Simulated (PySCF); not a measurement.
# GeH4S: the cost of one run

Programs: PySCF 2.14.0. All values are calculated, for the isolated system unless a continuum is named. Atoms count from 0, parts from 1.

## Step 1: The system as given

Each species was relaxed by itself at PBE0-D3(BJ)/def2-SVPD.

## Step 2: Energies of the species: wB97M-D3(BJ)/def2-TZVPD

Job settings and geometry (Å):

```
{"job": {"kind": "react", "xc": "wB97M-D3(BJ)", "basis": "def2-TZVPD"}, "charge": 0, "multiplicity": 1}
-1 GeH4 charge 0 multiplicity 1
Ge     0.014140     0.009870    -0.043140
H     -0.868720    -0.599650     1.055230
H      0.265890    -1.037350    -1.137350
H      1.354680     0.449350     0.562830
H     -0.695300     1.227170    -0.653250

-1 H2S charge 0 multiplicity 1
S     -0.004590     0.615400     0.004320
H     -0.982330    -0.315410    -0.002830
H      0.967440    -0.321340    -0.006000

+1 GeH4S charge 0 multiplicity 1
S     -0.741750    -0.003930     1.569120
Ge     0.442500     0.080890    -0.328270
H     -1.889450    -0.399200     0.974760
H      1.843190     0.522040     0.111790
H     -0.176640     1.105520    -1.290940
H      0.487430    -1.306960    -0.985400

+1 H2 charge 0 multiplicity 1
H      0.380160    -0.009370     0.004320
H     -0.380160     0.009370    -0.004320
```

With the program's defaults for keys left out, this is: wB97M-D3(BJ)/def2-TZVPD reaction energy of separated species, gas phase.

Command:

```bash
OMP_NUM_THREADS=1 python cluster_run.py task.json out
```

The driver reads the jobs from task.json and runs them one after another.

**Question.** How long does this first job take on 1 thread of Arm Neoverse V1, shared host, and how much memory does it need?

About 8.4 s, with a peak of 0.51 GiB.
